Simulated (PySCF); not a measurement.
# Co⁺: dipole response in aug-cc-pVQZ

Aim: the static polarisability and the C₆ coefficient of Co⁺, method by method.

The numbers are computed with PySCF 2.14.0 (unrestricted determinants in a Gaussian basis, no spin-orbit coupling in the energies), except any that are marked as measured or tabulated.

## (1) Starting point

| Quantity | Value |
| --- | --- |
| Element | cobalt (Z = 27) |
| Basis | aug-cc-pVQZ (9s8p6d4f3g2h, 140 functions) |
| Hamiltonian | the non-relativistic Hamiltonian (point nucleus) |
| State 1 | Co⁺: [Ar] 3d8, high-spin 3F determinant |
| Methods | UHF |

Outer shells as boxes (Hund's rule):

Co+ [Ar] 3d8
```
[Ar] core
3d [↑↓][↑↓][↑↓][↑ ][↑ ]
```

One driver process ran all states and methods and kept the integrals in memory. Each run is shown as a PySCF script that sums up its settings (the driver passes frozen orbitals as a list and adds second-order terms of double hybrids); the logs are those of the runs themselves. The driver starts from symmetry-adapted Hartree-Fock orbitals, holds the occupation by maximum overlap and uses a logarithmic radial grid for functionals, so a plain start would take other cycles.

The integrals over 140 functions and the set-up took 15 s of CPU time.

## (2) Co⁺: UHF

#### UHF

input.py reads:

```python
from pyscf import gto, scf, dft, mp, cc
import basis_set_exchange as bse
mol = gto.M(atom="Co 0 0 0", charge=1, spin=2, symmetry="D2h",
            basis=gto.basis.parse(bse.get_basis("aug-cc-pVQZ", elements=["Co"], fmt="nwchem")))
mf = scf.UHF(mol)
mf.irrep_nelec = {'Ag': (5, 3), 'B1g': (1, 1), 'B2g': (1, 1), 'B3g': (1, 1), 'B1u': (2, 2), 'B2u': (2, 2), 'B3u': (2, 2)}
mf.kernel()
```

What it wrote:

```text
damping factor = 0
level_shift factor = 0
DIIS = <class 'pyscf.scf.diis.CDIIS'>
diis_start_cycle = 1
diis_space = 10
diis_damp = 0
SCF conv_tol = 1e-09
SCF conv_tol_grad = None
number electrons alpha = 14  beta = 12
cycle= 1 E= -1381.13850256139  delta_E= -0.00738  |g|= 0.0362  |ddm|= 0.0318
cycle= 2 E= -1381.13868041943  delta_E= -0.000178  |g|= 0.00683  |ddm|= 0.00639
cycle= 3 E= -1381.13868926492  delta_E= -8.85e-06  |g|= 0.00358  |ddm|= 0.00316
cycle= 4 E= -1381.13869149989  delta_E= -2.23e-06  |g|= 0.000875  |ddm|= 0.00157
cycle= 5 E= -1381.13869233983  delta_E= -8.4e-07  |g|= 0.000244  |ddm|= 0.0014
cycle= 6 E= -1381.13869240374  delta_E= -6.39e-08  |g|= 4.45e-05  |ddm|= 0.000461
cycle= 7 E= -1381.13869240522  delta_E= -1.48e-09  |g|= 9.63e-06  |ddm|= 5.5e-05
cycle= 8 E= -1381.13869240528  delta_E= -6.5e-11  |g|= 1.1e-06  |ddm|= 1.26e-05
converged SCF energy = -1381.13869240528  <S^2> = 2.0052857  2S+1 = 3.0035217
```

It used 3.2 min of CPU time after the integrals (shared host).

The occupied shells:

```csv
shell,electrons,mean orbital energy (eV),spread (eV),rms radius (bohr)
1s α,1,-7705.0,0,0.0659
1s β,1,-7705.0,0,0.0659
2s α,1,-951.25,0,0.279
2s β,1,-949.50,0,0.279
2p α,3,-822.19,0,0.250
2p β,3,-820.48,0,0.250
3s α,1,-127.59,0,0.847
3s β,1,-122.66,0,0.847
3p α,3,-87.356,0,0.904
3p β,3,-81.403,0,0.904
3d α,5,-20.995,1.410,1.26
3d β,3,-18.550,0,1.26
```

⟨S²⟩ = 2.005, ⟨L²⟩ = 12.03.

The driver then solved the coupled dipole response at imaginary frequencies: mean α = 6.589 bohr³, C₆ = 22.30 au for a like pair.

Radial density 4πr²ρ of Co⁺ at UHF:

```csv
r (bohr),density,spin density
0.000956,0.146,0.000
0.00161,0.398,0.000
0.00271,1.06,0.000
0.00455,2.72,0.000
0.00766,6.51,0.000
0.0129,13.9,0.000
0.0217,24.6,-0.001
0.0364,32.2,0.000
0.0613,28.6,0.001
0.103,26.6,0.014
0.173,36.4,0.119
0.292,23.1,0.621
0.490,15.5,1.633
0.825,16.8,1.814
1.39,5.18,0.778
2.33,0.727,0.112
3.93,0.0417,0.001
6.60,0.000181,0.000
```

## (3) The response side by side

Co⁺, in atomic units:

```csv
method,mean α,C₆ (like pair),S(−4)
UHF,6.589,22.30,33.81
```

α(iu) at UHF:

```csv
u (hartree),α(iu) (bohr³)
0,6.589
0.0500,6.506
0.100,6.279
0.200,5.596
0.300,4.882
0.500,3.781
0.750,2.901
1.00,2.323
1.50,1.617
2.00,1.205
3.00,0.7515
5.00,0.3771
```

## (4) Summary of results

| quantity | value |
| --- | --- |
| α of Co⁺ | 6.589 (UHF) bohr³ |

A single London oscillator with the computed α and C₆ of Co⁺ at UHF would have ω = 4 C₆ / (3 α²) = 0.685 hartree. The basis is finite, and no extrapolation was made.
